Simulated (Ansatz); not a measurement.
# H3LiSeSi (SMILES [Li][Se][SiH3]): single points off equilibrium

An exercise on one series of results from a longer session: the logs are not shown, and one member is left open.

Program: Ansatz 0.2.0, Gaussian basis. Level of theory: single points in def2-TZVPP. These are calculated values, not measurements.

Correlated methods freeze the cores. Filled d shells of the heavier atoms are correlated. The outer core shell of Li, Na, Mg and K is correlated.

### The starting structure

6 atoms, charge 0, spin multiplicity 1.

Atoms are counted from 1 here; the program's logs count them from 0.

Bond lengths: Li1–Se2 2.253 Å, Se2–Si3 2.249 Å, Si3–H4 1.432 Å, Si3–H5 1.468 Å, Si3–H6 1.492 Å. Angles: Li1–Se2–Si3 128.7°, Se2–Si3–H4 108.1°, Se2–Si3–H5 104.7°, Se2–Si3–H6 107.5°, H4–Si3–H5 112.4°, H4–Si3–H6 111.8°, H5–Si3–H6 111.9°.

As a file:

| atom | x (Å) | y (Å) | z (Å) |
| --- | --- | --- | --- |
| Li1 | -0.2192 | -2.7878 | 1.6366 |
| Se2 | -0.9534 | -1.1202 | 0.3108 |
| Si3 | 0.1487 | 0.7133 | -0.3846 |
| H4 | 1.3107 | 0.2874 | -1.1042 |
| H5 | -0.8096 | 1.4229 | -1.2407 |
| H6 | 0.5064 | 1.5072 | 0.8274 |

Set-up of the first run:

Input file run/in.yaml:

```yaml
crystal:
  periodic: [false, false, false]
  atoms:
    - {symbol: Li, position_ang: [-0.219200, -2.787800, 1.636600]}
    - {symbol: Se, position_ang: [-0.953400, -1.120200, 0.310800]}
    - {symbol: Si, position_ang: [0.148700, 0.713300, -0.384600]}
    - {symbol: H, position_ang: [1.310700, 0.287400, -1.104200]}
    - {symbol: H, position_ang: [-0.809600, 1.422900, -1.240700]}
    - {symbol: H, position_ang: [0.506400, 1.507200, 0.827400]}
basis:
  gaussian: {orbitals: def2-TZVPP}
correlation: {method: ccsd_t}
output: {forces: true}
```

The command line of these runs was not kept.

Among the steps run: CCSD(T)/def2-TZVPP; PBE0-D4/def2-TZVPP; wB97M-V/def2-TZVPP; r2SCAN-D4/def2-TZVPP; PBE-D4/def2-TZVPP; HSE06-D4/def2-TZVPP; CAM-B3LYP-D4/def2-TZVPP.

One table of the session follows, with a row left open; its other results are not shown here.

```
      method  RMS force component (eV/Å)  angle to CCSD(T) forces (°)  dipole (D)
     CCSD(T)                       0.486                    reference        7.10
     PBE0-D4                       0.505                          5.7        6.93
     wB97M-V                       0.467                          4.5        6.97
   r2SCAN-D4                       0.501                          3.9        7.03
      PBE-D4                       0.518                         13.2        6.76
    HSE06-D4                       0.505                          5.8        6.92
CAM-B3LYP-D4                           ?                            ?           ?
```

Estimate the missing values for CAM-B3LYP-D4.

**Answer.** RMS force component (eV/Å): 0.474; angle to CCSD(T) forces (°): 6.7; dipole (D): 6.91. In the column «RMS force component (eV/Å)» it lies between wB97M-V (0.467) and CCSD(T) (0.486).
